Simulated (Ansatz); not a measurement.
# CH₇BNP: basis-set convergence

Aim: see how fast density functionals converge with the basis set for CH₇BNP.

Computed with Ansatz 0.2.0, Gaussian basis. Level: one geometry, several basis sets.

Plan: PBE0-D4/def2-SVP; ωB97M-V/def2-SVP; PBE0-D4/def2-QZVPP; ωB97M-V/def2-QZVPP; the functionals' def2-TZVPP values are taken from earlier runs.

## 1. The relaxed structure

An earlier PBE0-D4 in a triple-zeta def2 set relaxation fixed the geometry.

SMILES `CB(N)P`, 11 atoms, charge 0, spin multiplicity 1.

Atoms are counted from 1 here; the program's logs count them from 0.

Bond lengths: C1–B2 1.573 Å, C1–H5 1.094 Å, C1–H6 1.094 Å, C1–H7 1.095 Å, B2–N3 1.394 Å, B2–P4 1.936 Å, N3–H8 1.005 Å, N3–H9 1.007 Å, P4–H10 1.420 Å, P4–H11 1.417 Å. Angles: B2–C1–H5 111.6°, B2–C1–H6 113.3°, B2–C1–H7 110.2°, H5–C1–H6 107.9°, H5–C1–H7 105.9°, H6–C1–H7 107.6°, C1–B2–N3 120.8°, C1–B2–P4 119.5°, N3–B2–P4 119.5°, B2–N3–H8 124.1°, B2–N3–H9 122.3°, H8–N3–H9 113.6°, B2–P4–H10 98.9°, B2–P4–H11 97.1°, H10–P4–H11 95.0°.

## 2. PBE0-D4 in def2-SVP

in.yaml reads:

```yaml
crystal:
  periodic: [false, false, false]
  atoms:
    - {symbol: C, position_ang: [-1.093222, 0.922586, -0.128032]}
    - {symbol: B, position_ang: [0.002902, -0.179788, 0.111867]}
    - {symbol: N, position_ang: [0.427127, -0.495920, 1.401394]}
    - {symbol: P, position_ang: [0.670948, -1.204851, -1.389127]}
    - {symbol: H, position_ang: [-1.903535, 0.553239, -0.763722]}
    - {symbol: H, position_ang: [-1.537033, 1.299327, 0.798301]}
    - {symbol: H, position_ang: [-0.659595, 1.776561, -0.659212]}
    - {symbol: H, position_ang: [1.134077, -1.179243, 1.610951]}
    - {symbol: H, position_ang: [0.043310, -0.049757, 2.218369]}
    - {symbol: H, position_ang: [2.007227, -1.393277, -0.948840]}
    - {symbol: H, position_ang: [0.973292, -0.105678, -2.231450]}
basis:
  gaussian: {orbitals: def2-SVP}
hamiltonian: {xc: pbe0, dispersion: d4}
output: {orbitals: {seedname: orbitals}}
```

The runs that follow: ωB97M-V in def2-SVP; PBE0-D4 in def2-QZVPP; ωB97M-V in def2-QZVPP.

Before running them: what should the planned runs give, taken together? Wanted: PBE0-D4: double and triple zeta above quadruple; ωB97M-V: double and triple zeta above quadruple.

As calculated:

```
                                       quantity          value
PBE0-D4: double and triple zeta above quadruple  7.39, 0.49 eV
ωB97M-V: double and triple zeta above quadruple  7.57, 0.47 eV
```

For PBE0-D4 the step from double to triple zeta gains 6.90 eV and the next only 0.49 eV. Total energies overstate the basis error of differences, where much of it tends to cancel. The LUMO of ωB97M-V is positive and keeps falling with the basis (2.65 to 1.44 eV): an unbound level that the basis holds in place.
